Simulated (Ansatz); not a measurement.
Which YAML input does this script hand to the engine? (Ansatz's Python interface)

The script, `c2h7clsi2_energy.py`:
```python
import sys

import ansatz as az
from ase import Atoms
import numpy as np

atoms = Atoms(["Si", "C", "C", "Si", "Cl", "H", "H", "H", "H", "H", "H", "H"], positions=[
    (-1.6513, 0.7222, -0.8344),
    (-0.7113, -0.8463, -0.4425),
    (0.4574, -1.0742, 0.2223),
    (1.5839, 0.1576, 1.084),
    (2.8513, 0.7415, -0.4316),
    (-0.7104, 1.6989, -1.4448),
    (-2.1089, 1.255, 0.461),
    (-2.7862, 0.4203, -1.7046),
    (-1.2106, -1.714, -0.9066),
    (0.8512, -2.1116, 0.2872),
    (0.8793, 1.3439, 1.5402),
    (2.3734, -0.5385, 2.1092),
])
molecule = az.Crystal.molecule_from_ase(atoms)

base = (
    molecule.calculation()
    .basis(gaussian="cc-pVDZ")
    .functional("pbe")
    .forces()
)
try:
    report = base.run(threads=1).report
except az.AnsatzError as error:
    sys.exit(f"{type(error).__name__}: {error}")

print("reference energy %16.6f eV" % report["reference_energy_ev"])
print("total energy     %16.6f eV" % report["free_energy_ev"])
print("occupied orbitals outside the frozen core (up, down):", report["n_occupied"], " frozen:", report["n_frozen"], " virtual:", report["n_virtual"])

field = report["mean_field"]
print("<S^2> =", round(abs(field["state"]["spin_squared"]), 4), " all-electron relativity setting:", field["relativity"])
print("passes:", field["passes"])
if "symmetry" in field:
    print("occupied orbitals by irrep:", field["symmetry"]["occupied"])

symbols = [site.symbol for site in molecule.cartesian_sites]
print("forces (eV/A)")
for symbol, f in zip(symbols, report["forces_ev_ang"]):
    print(f"  {symbol:2s} {f[0]:9.4f} {f[1]:9.4f} {f[2]:9.4f}")

charges = report["charge_distribution"]
print("dipole moment", round(4.803205 * float(np.linalg.norm(charges["dipole_moment_e_ang"])), 3), "D")
print("Mulliken:", [(s, round(q, 3)) for s, q in zip(symbols, charges["mulliken_charges_e"])])
```

```console
$ python c2h7clsi2_energy.py
reference energy    -30449.576812 eV
total energy        -30449.576812 eV
occupied orbitals outside the frozen core (up, down): [32, 32]  frozen: 0  virtual: [85, 85]
<S^2> = 0.0  all-electron relativity setting: none
passes: {'evaluations': 16, 'products': 12}
occupied orbitals by irrep: [{'A': 32}, {'A': 32}]
forces (eV/A)
  Si    0.8355    0.1855    0.5531
  C     0.4569   -0.6591   -0.0300
  C    -0.4858   -0.1137    0.1365
  Si   -0.5477   -0.6988   -0.6904
  Cl    0.8428    0.4375   -0.5837
  H     0.0979    0.3468   -0.2565
  H    -0.3957    0.4323    0.4858
  H    -0.5941   -0.1618   -0.5090
  H     0.0954   -0.3621   -0.0010
  H    -0.2007    0.0054   -0.1149
  H    -0.4181    0.7737    0.4634
  H     0.3136   -0.1857    0.5468
dipole moment 1.73 D
Mulliken: [('Si', 0.172), ('C', -0.09), ('C', -0.115), ('Si', 0.314), ('Cl', -0.203), ('H', -0.021), ('H', -0.032), ('H', -0.03), ('H', 0.027), ('H', 0.029), ('H', -0.027), ('H', -0.025)]
```

`input.yaml`:
```yaml
crystal:
  periodic: [false, false, false]
  atoms:
    - { symbol: Si, position_ang: [-1.6513, 0.7222, -0.8344] }
    - { symbol: C, position_ang: [-0.7113, -0.8463, -0.4425] }
    - { symbol: C, position_ang: [0.4574, -1.0742, 0.2223] }
    - { symbol: Si, position_ang: [1.5839, 0.1576, 1.084] }
    - { symbol: Cl, position_ang: [2.8513, 0.7415, -0.4316] }
    - { symbol: H, position_ang: [-0.7104, 1.6989, -1.4448] }
    - { symbol: H, position_ang: [-2.1089, 1.255, 0.461] }
    - { symbol: H, position_ang: [-2.7862, 0.4203, -1.7046] }
    - { symbol: H, position_ang: [-1.2106, -1.714, -0.9066] }
    - { symbol: H, position_ang: [0.8512, -2.1116, 0.2872] }
    - { symbol: H, position_ang: [0.8793, 1.3439, 1.5402] }
    - { symbol: H, position_ang: [2.3734, -0.5385, 2.1092] }
basis:
  gaussian: { orbitals: cc-pVDZ }
hamiltonian:
  xc: pbe
output:
  forces: true
```

On the command line:
```console
$ ansatz run input.yaml --threads 1 --pin off --max-ram 4096MiB --backend cpu --events-out ev --progress --plain --runs-dir out
Engine: ansatz 0.2.0, x86_64-unknown-linux-gnu
Functional definition: PBE
  parameter kappa = 0.804
  parameter beta = 0.06672455060314922
  exchange = pbe_x(kappa = kappa, mu = beta*pi^2/3)
  correlation = pbe_c(beta = beta)
1506 factors; their error is unknown
mean field evaluation 1: about -30442.7449 eV, gradient 4.9e1 eV
mean field evaluation 2: about -30427.1552 eV, gradient 8.6e1 eV
mean field evaluation 4: about -30449.3595 eV, gradient 9.9e0 eV
mean field evaluation 8: about -30449.6246 eV, gradient 1.4e-1 eV
mean field evaluation 16: about -30449.5768 eV, gradient 1.3e-4 eV
mean field -30449.57677044 eV, -1119.0013068494 hartree, gradient 1.9e-5 eV, S^2 0.000000; 0 other end points of the search recorded, 0 dependent functions left out
the calculation of the forces begins
reference -30449.57681246 eV, -1119.0013083933 hartree; 32, 32 occupied and 85, 85 virtual orbitals, 1506 factors
Total energy: -30449.57681246 eV, -1119.0013083933 hartree
Atom 0 at    -1.651300     0.722200    -0.834400 Å, force     0.835463     0.185500     0.553080 eV/Å
Atom 1 at    -0.711300    -0.846300    -0.442500 Å, force     0.456868    -0.659107    -0.030017 eV/Å
Atom 2 at     0.457400    -1.074200     0.222300 Å, force    -0.485808    -0.113732     0.136458 eV/Å
Atom 3 at     1.583900     0.157600     1.084000 Å, force    -0.547682    -0.698808    -0.690430 eV/Å
Atom 4 at     2.851300     0.741500    -0.431600 Å, force     0.842789     0.437521    -0.583650 eV/Å
Atom 5 at    -0.710400     1.698900    -1.444800 Å, force     0.097915     0.346796    -0.256543 eV/Å
Atom 6 at    -2.108900     1.255000     0.461000 Å, force    -0.395698     0.432319     0.485768 eV/Å
Atom 7 at    -2.786200     0.420300    -1.704600 Å, force    -0.594108    -0.161844    -0.508986 eV/Å
Atom 8 at    -1.210600    -1.714000    -0.906600 Å, force     0.095435    -0.362112    -0.001041 eV/Å
Atom 9 at     0.851200    -2.111600     0.287200 Å, force    -0.200656     0.005442    -0.114874 eV/Å
Atom 10 at     0.879300     1.343900     1.540200 Å, force    -0.418120     0.773738     0.463430 eV/Å
Atom 11 at     2.373400    -0.538500     2.109200 Å, force     0.313602    -0.185712     0.546805 eV/Å
Dipole moment:    -0.258355    -0.204569     0.145522 e Å
```

Caveats:
- Total energies depend on the basis set; only differences at equal settings carry meaning.
- The geometry is a force-field or estimated start, not a minimum of this method, and the basis set is short of its limit.
- Wall time of the script: 2.9 s on 1 thread of Intel(R) Xeon(R) 6975P-C (Granite Rapids), with other jobs on the host, peak memory 0.25 GiB.

(Lines on the test bed's own set-up are left out of the output.)
